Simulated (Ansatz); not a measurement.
# TaO+ (triplet): wave-function methods side by side, def2-QZVPP

The task here is to estimate one member of a computed series from the others.

Computed with Ansatz 0.2.0, Gaussian basis. Level: def2-QZVPP, core rule «outside noble gas», up to 5 orbitals frozen.

Plan: UHF; ROHF; CCSD(T) on UHF.

### What is computed

The geometry is a PBE0/def2-TZVP stationary point (not a proven minimum) of the parent state, kept for this charge and spin. No spin-orbit coupling is included. Elements past krypton take def2 core potentials.

2 atoms, charge 1, spin multiplicity 3.

Atoms are counted from 1 here; the program's logs count them from 0.

Bond lengths: Ta1–O2 1.864 Å.

The first run:

Input file in.yaml:

```yaml
crystal:
  periodic: [false, false, false]
  atoms:
    - {symbol: Ta, position_ang: [0.000000, 0.000000, 0.000000]}
    - {symbol: O, position_ang: [0.000000, 0.000000, 1.864200]}
basis:
  gaussian: {orbitals: "def2-QZVPP.json"}
total_charge: 1
magnetization: {spin_polarized: true, initial_magnetization: 2}
hamiltonian: {xc: hf}
output: {orbitals: {seedname: orbitals}}
```

Command:

```bash
> ansatz run in.yaml --threads 1 --pin off --events-out ev --progress --plain --max-ram 4096MiB --backend cpu
```

Steps of the session up to this table: UHF; ROHF; CCSD(T) on UHF.

One table of the session follows, with a row left open; its other results are not shown here.

```
  method  from UCCSD(T) (kJ/mol)
    ROHF                 +1039.3
     UHF                       ?
    UMP2                  +179.1
   UCCSD                   +62.7
UCCSD(T)                       0
```

**Question.** Estimate the row for UHF.

**Answer.** from UCCSD(T) (kJ/mol): +955.6. In the column «from UCCSD(T) (kJ/mol)» it lies between UMP2 (+179.1) and ROHF (+1039.3).

The program flags UCCSD(T) as in doubt (see the logs), so the zero of the table is itself unsure.

Limits of these values: The determinant of HF (⟨S²⟩ 2.78) is far from a pure spin state, so its energy mixes those of several spin states; that is harmless only where they are near-degenerate. The determinant of CCSD(T) (⟨S²⟩ 2.78) is far from a pure spin state, so its energy mixes those of several spin states; high orders of coupled cluster remove much of that, low ones don't. The program flags UCCSD(T) as in doubt, so the zero of the table is itself unsure. Warnings: spin contamination; coupled cluster took another determinant than the lowest.
